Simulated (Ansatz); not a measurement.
Crystal: SiSe.

```
CELL_PARAMETERS angstrom
3.59520 0.00000 0.00000
-1.79760 3.11353 0.00000
0.00000 0.00000 3.59873
ATOMIC_POSITIONS crystal
Si 0.66667 0.33333 0.50000
Se 0.00000 0.00000 0.00000
```

The cell was built by a generator and needn't be a form met in nature.

```yaml
Program: Ansatz 0.2.0
Task: relaxation of cell and atoms
Functional: HF
Potentials_or_basis: Ansatz PAW
Cutoff: "420 eV (not typed: the program's choice for these potentials)"
k_mesh: 5 × 5 × 4
Occupations: fermi-dirac, width 0.05 eV
Spin: no spin polarisation
```

At the start: volume 20.14 Å³/atom.

Task: How do energy, volume and symmetry change on relaxing?

Result: It ends after 6 steps and the volume is 21.88 Å³/atom (+8.6 %); space group P-6m2 (No. 187, to 0.05 Å).

Step by step:
```csv
step,energy change (eV),largest force (eV/Å),volume (Å³)
1,0.0000,0.0000,40.28
2,-0.0461,0.0000,45.15
3,-0.0535,0.0000,43.96
4,-0.0543,0.0000,43.58
5,-0.0546,0.0000,43.76
6,-0.0561,0.0000,43.76
```

Final structure:
```
Si Se
1.0
     3.71696    0.00000    0.00000
    -1.85848    3.21898    0.00000
     0.00000    0.00000    3.65722
Si Se
1 1
Direct
  0.66667 0.33333 0.50000
  0.00000 0.00000 0.00000
```

Caveat: the k mesh is coarse (spacing up to 0.44 Å⁻¹), so the values aren't converged, least of all with exact exchange; the plane-wave basis is chosen anew once the cell has moved, so the energies of steps on either side of that aren't comparable; the PAW data sets come from PBE, with cores solved anew for the run's functional, which leaves a small shift of forces and pressure.
